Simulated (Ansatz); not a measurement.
**CrN2 in Ansatz: the effect of target pressure**

Crystal: CrN2.

```
CELL_PARAMETERS angstrom
3.90179 0.00000 0.00000
0.00000 4.80951 0.00000
0.00000 0.00000 2.78417
ATOMIC_POSITIONS crystal
Cr 0.00000 0.00000 0.00000
Cr 0.50000 0.50000 0.50000
N 0.86617 0.58878 0.00000
N 0.13383 0.41123 0.00000
N 0.36617 0.91122 0.50000
N 0.63383 0.08878 0.50000
```

The cell comes from a database or a generator and needn't be the stable form of this composition.

Alike in all runs:

- Program: Ansatz 0.2.0
- Task: relaxation of cell and atoms
- Functional: PBEsol
- Potentials or basis: Ansatz PAW
- Cutoff: 420 eV (not typed: the program's choice for these potentials)
- k mesh: 7 × 6 × 10
- Occupations: fermi-dirac, width 0.05 eV
- Spin: collinear spin, ferromagnetic start
- Starting moments: [3.0, 3.0, 0.0, 0.0, 0.0, 0.0] μB

Each run relaxes the cell or the atoms first.

```tsv
target pressure	relaxed volume (Å³/atom)	moment (μB)
0 GPa	8.35	4.18
2 GPa	8.29	4.17
5 GPa	8.20	4.16
10 GPa	?	?
20 GPa	7.81	4.10
30 GPa	7.61	4.08
```

Q: What does the run with target pressure 10 GPa give?

A: Relaxed volume 8.06 Å³/atom; moment 4.14 μB.

Worked out: In Murnaghan's law V^(-B') rises as a straight line in P. The other rows fit best with B' = 5.0, V0 = 8.35 Å³/atom and B0 = 252 GPa, which gives 8.06 Å³/atom at 10 GPa, against the run's 8.06. A parabola through the other rows of the moment, of slope -0.00397 μB per GPa there, gives 4.14 μB, against the run's 4.14.

Caveats: the plane-wave basis is chosen anew once the cell has moved, so the energies of steps on either side of that aren't comparable; only a ferromagnetic start was run, and an antiferromagnetic order may lie lower in energy; the PAW data sets come from PBE, with cores solved anew for the run's functional, which leaves a small shift of forces and pressure.
